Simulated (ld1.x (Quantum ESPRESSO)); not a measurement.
**An RRKJ potential for Cu, from input to tests**

Aim: build the potential from the settings below, then test how well it stands in for the atom: other configurations, scattering, ghost states and the plane-wave cutoff that it needs.

Program: ld1.x (Quantum ESPRESSO) 7.5. Reference atom: BLYP, scalar-relativistic, spherical and spin-unpolarised. All values are calculated.

## (1) Settings

Typed settings, in words:

| Quantity | Value |
| --- | --- |
| element | copper (Cu, Z = 29) |
| type | norm-conserving RRKJ (Kleinman–Bylander form) |
| frozen core | [Ar] |
| valence charge | 11 |
| reference configuration | 3d10 4s1 4p0 |
| partial waves | 4p (bound, empty): rc 3.50 bohr; 3d (bound): rc 0.90 bohr; 4s (bound): rc 1.90 bohr |
| local potential | the s channel |
| core correction | a·sin(br)/r model core inside 0.45 bohr |

An earlier all-electron run gives the scale for the radii.

All-electron outer shells of the reference configuration (BLYP, scalar-relativistic, ld1.x):

| shell | level (eV) | outermost node (bohr) | outermost maximum (bohr) |
| --- | --- | --- | --- |
| 3s | -114.50 | 0.29 | 0.61 |
| 3p | -72.02 | 0.26 | 0.62 |
| 3d | -5.01 | – | 0.60 |
| 4s | -4.65 | 0.89 | 2.27 |
| 4p | -0.72 | 0.97 | 3.65 |

## (2) The generation run

Cu.in

```
 &input
   title='Cu', zed=29., rel=1, dft='BLYP', iswitch=3,
   config='[Ar] 3d10 4s1 4p0',
   nld=3, rlderiv=3.80, eminld=-2.0, emaxld=5.0, deld=0.02
 /
 &inputp
   pseudotype=2, tm=.false., lloc=0,
   nlcc=.true., rcore=0.45,
   file_pseudopw='Cu.UPF', file_wfcaegen='ae.wfc', file_wfcncgen='nc.wfc', file_beta='beta', file_chi='chi'
 /
3
4P  2  1   0.00   0.00  3.50  3.50  0.0
3D  3  2  10.00   0.00  0.90  0.90  0.0
4S  1  0   1.00   0.00  1.90  1.90  0.0
 &test
   configts(1)='3d10 4s1 4p0'
 /
```

Launch:

```sh
$ ld1.x < Cu.in > Cu.out
```

Output in Cu.out (without the banner and most projector matrices):

```text
     Program LD1 v.7.5
     --------------------------- All-electron run ----------------------------

     Cu
     scalar relativistic calculation

     atomic number is 29.00
     dft =BLYP   lsd =0 sic =0 latt =0  beta=0.20 tr2=1.0E-14
     Exchange-correlation= BLYP
                           (   1   3   1   3   0   0   0)
     mesh =1199 r(mesh) = 100.25372 a.u. xmin = -7.00 dx = 0.01250
     1 Ry =  13.60569312 eV, c = 137.03599908

     n l     nl                  e(Ry)          e(Ha)          e(eV)
     1 0     1S 1( 2.00)      -650.7437      -325.3719     -8853.8191
     2 0     2S 1( 2.00)       -78.1070       -39.0535     -1062.6995
     2 1     2P 1( 6.00)       -67.4305       -33.7152      -917.4383
     3 0     3S 1( 2.00)        -8.4153        -4.2077      -114.4961
     3 1     3P 1( 6.00)        -5.2934        -2.6467       -72.0205
     3 2     3D 1(10.00)        -0.3681        -0.1840        -5.0076
     4 0     4S 1( 1.00)        -0.3418        -0.1709        -4.6507
     4 1     4P 1( 0.00)        -0.0529        -0.0265        -0.7204

     final scf error:  8.6E-15 reached in  39 iterations

     Etot =   -3310.422020 Ry,   -1655.211010 Ha,  -45040.586109 eV

     Ekin =    3359.841723 Ry,    1679.920861 Ha,   45712.975423 eV
     Encl =   -7970.068484 Ry,   -3985.034242 Ha, -108438.305958 eV
     Eh   =    1435.588578 Ry,     717.794289 Ha,   19532.177645 eV
     Exc  =    -135.783837 Ry,     -67.891919 Ha,   -1847.433219 eV

     normalization and overlap integrals

     s(1S/1S) =  1.000000  <r> =   0.0521  <r2> =    0.0037  r(max) =   0.0341
     s(2S/2S) =  1.000000  <r> =   0.2352  <r2> =    0.0653  r(max) =   0.1960
     s(2P/2P) =  1.000000  <r> =   0.2064  <r2> =    0.0523  r(max) =   0.1585
     s(3S/3S) =  1.000000  <r> =   0.7119  <r2> =    0.5864  r(max) =   0.6112
     s(3P/3P) =  1.000000  <r> =   0.7493  <r2> =    0.6651  r(max) =   0.6189
     s(3D/3D) =  1.000000  <r> =   1.0497  <r2> =    1.5847  r(max) =   0.6036
     s(4S/4S) =  1.000000  <r> =   2.9286  <r2> =   10.1594  r(max) =   2.2710
     s(4P/4P) =  1.000000  <r> =   5.2329  <r2> =   34.3368  r(max) =   3.6517

     ------------------------ End of All-electron run ------------------------

     --------------------- Generating NC pseudopotential ---------------------

      Generating local pot.: lloc=0, matching radius rcloc =   1.9000

      Computing core charge for nlcc:

       r > 0.45 : true rho core
       r < 0.45 : rho core = a sin(br)/r    a=  24.77  b=   3.79

      Integrated core pseudo-charge :   9.25

      Wfc   4P  rcut= 3.517  Estimated cut-off energy=       14.01 Ry
      This function has    0 nodes for 0 < r <    3.517

      Wfc   3D  rcut= 0.889  Estimated cut-off energy=      293.37 Ry
      This function has    0 nodes for 0 < r <    0.889

     ------------------- End of pseudopotential generation -------------------

     [... the all-electron block is printed once more ...]


     Computing logarithmic derivative in   3.81513
     Computing logarithmic derivative in   3.81513
     Computing the partial wave expansion
       no projector for channel:   0
     R is outside the sphere for l=    1 j= 0.00
     R is outside the sphere for l=    2 j= 0.00

     ---------------------- Testing the pseudopotential ----------------------

     Cu
     scalar relativistic calculation

     atomic number is 29.00   valence charge is 11.00
     dft =BLYP   lsd =0 sic =0 latt =0  beta=0.20 tr2=1.0E-14
     mesh =1199 r(mesh) = 100.25372 xmin = -7.00 dx = 0.01250

     n l     nl             e AE (Ry)        e PS (Ry)    De AE-PS (Ry)
     3 2     3D   1(10.00)       -0.36805       -0.36805        0.00000
     1 0     4S   1( 1.00)       -0.34182       -0.34182        0.00000
     2 1     4P   1( 0.00)       -0.05295       -0.05295        0.00000

     eps = 6.6E-15  iter = 11

     Etot =   -3310.422020 Ry,   -1655.211010 Ha,  -45040.586109 eV
     Etotps =  -120.161641 Ry,     -60.080821 Ha,   -1634.882415 eV

     Ekin =     163.525023 Ry,      81.762512 Ha,    2224.871286 eV
     Encl =    -154.057497 Ry,     -77.028749 Ha,   -2096.059031 eV
     Ehrt =      99.297367 Ry,      49.648684 Ha,    1351.009505 eV
     Ecxc =     -42.283509 Ry,     -21.141754 Ha,    -575.296441 eV
     (Ecc =     -19.157259 Ry,      -9.578630 Ha,    -260.647792 eV)
     Epseu=    -186.643026 Ry,     -93.321513 Ha,   -2539.407734 eV

     ---------------------- End of pseudopotential test ----------------------
```

Wall time 1.7 s (1 thread, shared host). (Generation and the later configuration tests together.)

All-electron and pseudo partial waves u(r) = r·R(r), from the program's wave files:

```
r (bohr)    4p AE   4p PS
   0.175   0.0589  0.0032
   0.350  -0.0717  0.0128
   0.525  -0.1288  0.0285
   0.700  -0.1032  0.0502
   0.875  -0.0407  0.0773
   1.050   0.0308  0.1090
   1.225   0.0994  0.1443
   1.400   0.1608  0.1820
   1.575   0.2140  0.2205
   1.750   0.2594  0.2583
   1.925   0.2976  0.2939
   2.100   0.3294  0.3261
   2.275   0.3557  0.3539
   2.450   0.3771  0.3768
   2.625   0.3941  0.3950
   2.800   0.4075  0.4086
   2.975   0.4176  0.4185
   3.150   0.4250  0.4253
   3.325   0.4298  0.4298
   3.500   0.4324  0.4324
   3.675   0.4332  0.4332
   3.850   0.4323  0.4323
   4.025   0.4299  0.4299
   4.200   0.4263  0.4263
   4.375   0.4215  0.4215
   4.550   0.4159  0.4159
```

## (3) Testing the new file in other configurations

Cu.test.in

```
 &input
   title='Cu', zed=29., rel=1, dft='BLYP', iswitch=2,
   config='[Ar] 3d10 4s1 4p0'
 /
 &test
   file_pseudo='Cu.UPF', nconf=8,
   configts(1)='3d10 4s1 4p0',
   configts(2)='3d10 4s0 4p0',
   configts(3)='3d9 4s0 4p0',
   configts(4)='3d8 4s0 4p0',
   configts(5)='3d7 4s0 4p0',
   configts(6)='3d9 4s2 4p0',
   configts(7)='3d9 4s1 4p0',
   configts(8)='3d9 4s1 4p1'
 /
```

Launch:

```sh
$ ld1.x < Cu.test.in > Cu.test.out
```

Cu.test.out, the pseudopotential blocks, each with the warnings that came before it:

```text
     ---------------------- Testing the pseudopotential ----------------------

     Cu
     scalar relativistic calculation

     atomic number is 29.00   valence charge is 11.00
     dft =BLYP   lsd =0 sic =0 latt =0  beta=0.20 tr2=1.0E-14
     mesh =1199 r(mesh) = 100.25372 xmin = -7.00 dx = 0.01250

     n l     nl             e AE (Ry)        e PS (Ry)    De AE-PS (Ry)
     3 2     3D   1(10.00)       -0.36805       -0.36805        0.00000
     1 0     4S   1( 1.00)       -0.34182       -0.34182        0.00000
     2 1     4P   1( 0.00)       -0.05295       -0.05295        0.00000

     eps = 7.1E-15  iter = 13

     Etot =   -3310.422020 Ry,   -1655.211010 Ha,  -45040.586109 eV
     Etotps =  -120.161639 Ry,     -60.080820 Ha,   -1634.882388 eV

     Ekin =     163.525027 Ry,      81.762513 Ha,    2224.871329 eV
     Encl =    -154.057497 Ry,     -77.028748 Ha,   -2096.059025 eV
     Ehrt =      99.297367 Ry,      49.648683 Ha,    1351.009503 eV
     Ecxc =     -42.283509 Ry,     -21.141754 Ha,    -575.296442 eV
     (Ecc =     -19.157259 Ry,      -9.578630 Ha,    -260.647792 eV)
     Epseu=    -186.643027 Ry,     -93.321514 Ha,   -2539.407753 eV

     ---------------------- End of pseudopotential test ----------------------

     ---------------------- Testing the pseudopotential ----------------------

     Cu
     [...]
     n l     nl             e AE (Ry)        e PS (Ry)    De AE-PS (Ry)
     3 2     3D   1(10.00)       -1.00852       -1.00333       -0.00519  !
     1 0     4S   1( 0.00)       -0.89020       -0.89338        0.00318
     2 1     4P   1( 0.00)       -0.49609       -0.49827        0.00218

     eps = 1.9E-15  iter = 23

     Etot =   -3309.813696 Ry,   -1654.906848 Ha,  -45032.309446 eV
     Etotps =  -119.551896 Ry,     -59.775948 Ha,   -1626.586405 eV
     dEtot_ae =       0.608324 Ry
     dEtot_ps =       0.609743 Ry,   Delta E=      -0.001420 Ry

     [...]
     ---------------------- End of pseudopotential test ----------------------

     ---------------------- Testing the pseudopotential ----------------------

     Cu
     [...]
     n l     nl             e AE (Ry)        e PS (Ry)    De AE-PS (Ry)
     3 2     3D   1( 9.00)       -2.17980       -2.22189        0.04209  !
     1 0     4S   1( 0.00)       -1.66500       -1.66645        0.00145
     2 1     4P   1( 0.00)       -1.15239       -1.15221       -0.00018

     eps = 9.9E-15  iter = 19

     Etot =   -3308.242251 Ry,   -1654.121126 Ha,  -45010.928846 eV
     Etotps =  -117.966590 Ry,     -58.983295 Ha,   -1605.017222 eV
     dEtot_ae =       2.179769 Ry
     dEtot_ps =       2.195049 Ry,   Delta E=      -0.015281 Ry

     [...]
     ---------------------- End of pseudopotential test ----------------------

     Warning: n=3, l=2 expected 0 nodes, found 1
     ---------------------- Testing the pseudopotential ----------------------

     Cu
     [...]
     n l     nl             e AE (Ry)        e PS (Ry)    De AE-PS (Ry)
     3 2     3D   1( 8.00)       -3.59421       -3.73665        0.14244  !
     1 0     4S   1( 0.00)       -2.56690       -2.57826        0.01136  !
     2 1     4P   1( 0.00)       -1.94922       -1.95129        0.00207

     eps = 5.2E-15  iter = 14

     Etot =   -3305.373676 Ry,   -1652.686838 Ha,  -44971.899894 eV
     Etotps =  -115.009409 Ry,     -57.504705 Ha,   -1564.782729 eV
     dEtot_ae =       5.048344 Ry
     dEtot_ps =       5.152230 Ry,   Delta E=      -0.103886 Ry

     [...]
     ---------------------- End of pseudopotential test ----------------------

     ---------------------- Testing the pseudopotential ----------------------

     Cu
     [...]
     n l     nl             e AE (Ry)        e PS (Ry)    De AE-PS (Ry)
     3 2     3D   1( 7.00)       -5.21063       -5.48775        0.27712  !
     1 0     4S   1( 0.00)       -3.57618       -3.61431        0.03813  !
     2 1     4P   1( 0.00)       -2.86423       -2.87145        0.00722  !

     eps = 9.6E-16  iter = 14

     Etot =   -3300.987185 Ry,   -1650.493593 Ha,  -44912.218648 eV
     Etotps =  -110.414596 Ry,     -55.207298 Ha,   -1502.267115 eV
     dEtot_ae =       9.434834 Ry
     dEtot_ps =       9.747043 Ry,   Delta E=      -0.312208 Ry

     [...]
     ---------------------- End of pseudopotential test ----------------------

     ---------------------- Testing the pseudopotential ----------------------

     Cu
     [...]
     n l     nl             e AE (Ry)        e PS (Ry)    De AE-PS (Ry)
     3 2     3D   1( 9.00)       -0.69290       -0.73660        0.04370  !
     1 0     4S   1( 2.00)       -0.42505       -0.42092       -0.00414
     2 1     4P   1( 0.00)       -0.08470       -0.08279       -0.00191

     eps = 1.9E-15  iter = 19

     Etot =   -3310.282305 Ry,   -1655.141153 Ha,  -45038.685194 eV
     Etotps =  -120.001384 Ry,     -60.000692 Ha,   -1632.702011 eV
     dEtot_ae =       0.139715 Ry
     dEtot_ps =       0.160255 Ry,   Delta E=      -0.020540 Ry

     [...]
     ---------------------- End of pseudopotential test ----------------------

     ---------------------- Testing the pseudopotential ----------------------

     Cu
     [...]
     n l     nl             e AE (Ry)        e PS (Ry)    De AE-PS (Ry)
     3 2     3D   1( 9.00)       -1.38342       -1.42484        0.04142  !
     1 0     4S   1( 1.00)       -1.00793       -1.00452       -0.00341
     2 1     4P   1( 0.00)       -0.57280       -0.56965       -0.00314

     eps = 5.7E-15  iter = 16

     Etot =   -3309.573213 Ry,   -1654.786606 Ha,  -45029.037498 eV
     Etotps =  -119.296274 Ry,     -59.648137 Ha,   -1623.108494 eV
     dEtot_ae =       0.848807 Ry
     dEtot_ps =       0.865365 Ry,   Delta E=      -0.016558 Ry

     [...]
     ---------------------- End of pseudopotential test ----------------------

     ---------------------- Testing the pseudopotential ----------------------

     Cu
     [...]
     n l     nl             e AE (Ry)        e PS (Ry)    De AE-PS (Ry)
     3 2     3D   1( 9.00)       -0.84449       -0.88957        0.04507  !
     1 0     4S   1( 1.00)       -0.52424       -0.52174       -0.00251
     2 1     4P   1( 1.00)       -0.15090       -0.14948       -0.00142

     eps = 8.4E-15  iter = 19

     Etot =   -3309.925037 Ry,   -1654.962518 Ha,  -45033.824308 eV
     Etotps =  -119.645712 Ry,     -59.822856 Ha,   -1627.862839 eV
     dEtot_ae =       0.496983 Ry
     dEtot_ps =       0.515927 Ry,   Delta E=      -0.018944 Ry

     [...]
     ---------------------- End of pseudopotential test ----------------------
```

Excitation and ionisation energies from 3d10 4s1 4p0, with the error of the potential. A star marks tests that logged a warning.

| valence configuration | charge | ΔE all-electron (eV) | error AE − PS (meV) |
| --- | --- | --- | --- |
| 3d10 4s0 4p0 | +1 | 8.277 | -19 |
| 3d9 4s0 4p0 | +2 | 29.657 | -208 |
| 3d8 4s0 4p0 * | +3 | 68.686 | -1413 |
| 3d7 4s0 4p0 | +4 | 128.367 | -4248 |
| 3d9 4s2 4p0 | 0 | 1.901 | -279 |
| 3d9 4s1 4p0 | +1 | 11.549 | -225 |
| 3d9 4s1 4p1 | 0 | 6.762 | -258 |

## (4) Logarithmic derivatives

Taken from the files of the generation run. The phase is arctan(r·u′/u) with u = r·R, unwrapped, with energies in Ry. A pole is an energy at which the radial function vanishes at the test radius. The pseudo phase is shifted by a multiple of π to meet the all-electron one at the reference energy. Levels narrower than the energy grid can be missing from the poles. The last column is the largest difference on the grid between −1 and +1 Ry.

| channel | radius (bohr) | reference (Ry) | poles AE | poles PS | window around the reference with phases within 0.05 rad (Ry) | largest difference near zero (rad) |
| --- | --- | --- | --- | --- | --- | --- |
| s | 3.81 | -0.34 | -0.02, 3.04 | -0.03, 2.92 | below 1.1 | 0.013 |
| p | 3.81 | -0.05 | 0.60, 3.76 | 0.60, 3.73 | below 1.8 | 0.001 |
| d | 3.81 | -0.37 | -0.35, 1.74 | -0.35, 1.88 | below 0.5 | 0.121 |

Phases (rad) along the scan:

```
E (Ry)    d AE    d PS    s AE    s PS
 -2.00   1.393   1.393   1.366   1.366
 -1.52   1.370   1.370   1.324   1.324
 -1.04   1.333   1.334   1.232   1.232
 -0.56   1.249   1.250   0.678   0.678
 -0.08  -1.932  -1.929  -1.528  -1.528
  0.40  -2.348  -2.317  -1.767  -1.768
  0.88  -4.097  -4.004  -2.050  -2.062
  1.36  -4.590  -4.555  -3.523  -3.618
  1.84  -4.736  -4.704  -4.429  -4.452
  2.32  -4.849  -4.797  -4.605  -4.619
  2.80  -5.063  -4.908  -4.684  -4.697
  3.28  -6.599  -5.200  -4.738  -4.756
  3.76  -7.595  -6.954  -4.790  -4.821
  4.24  -7.749  -7.602  -4.859  -4.937
  4.72  -7.816  -7.736  -5.005  -5.489
```

## (5) Cutoff and ghost test in a Bessel basis

This step uses the generator's waves and projectors in a separate script. Basis: spherical Bessel functions vanishing at 20 bohr, q² up to the cutoff; potential fixed at the reference.

All-electron valence levels (Ry): 4p -0.0529, 3d -0.3680, 4s -0.3418. The lowest levels of each channel (Ry) by cutoff; the last column sums, over occupied levels, occupation times the distance from the level at 400 Ry. A positive value at high cutoff is not a bound level.

| cutoff (Ry) | p #1 | d #1 | s #1 | f #1 | Σ f·Δε (mRy) |
| --- | --- | --- | --- | --- | --- |
| 8 | -0.0527 | 0.0573 | -0.3358 | 0.1066 | 4260.0 |
| 25 | -0.0528 | 0.0573 | -0.3412 | 0.1066 | 4254.5 |
| 50 | -0.0528 | 0.0572 | -0.3418 | 0.1066 | 4253.2 |
| 100 | -0.0528 | 0.0556 | -0.3418 | 0.1066 | 4237.8 |
| 180 | -0.0528 | -0.3594 | -0.3418 | 0.1066 | 87.1 |
| 230 | -0.0528 | -0.3679 | -0.3418 | 0.1066 | 2.3 |
| 300 | -0.0528 | -0.3681 | -0.3418 | 0.1066 | 0.5 |
| 400 | -0.0528 | -0.3681 | -0.3418 | 0.1066 | 0.0 |

The sum stays within 10 mRy from 230 Ry and within 1 mRy from 300 Ry. The sum leaves out empty levels, which can need more. Ghost test: no level below the all-electron spectrum of its channel (p, d, s, f tested).

## (6) Results

```
                                                quantity                       value
               cutoffs for 10 and 1 mRy, occupied levels           230 Ry and 300 Ry
                                            bound ghosts                  none found
                            largest test error (AE − PS)  -4248 meV, for 3d7 4s0 4p0
largest phase difference near zero energy, channels read                   0.121 rad
```

By total energies transferability is poor: the largest error is 4248 meV on 128.4 eV, for 3d7 4s0 4p0. That test lies far up in energy; among those under 40 eV, nearer to bonding, the largest error is 279 meV. By its cutoff, 230 Ry for the looser tolerance, it is very hard. The slowest occupied level is 3d: taken alone it needs 230 Ry to come within 1 mRy, against 25 Ry for 4s. No bound ghost shows below the valence levels. Of the channels read, d scatters worst near zero energy, by up to 0.12 rad. These are tests on the free atom; a crystal test is still owed.
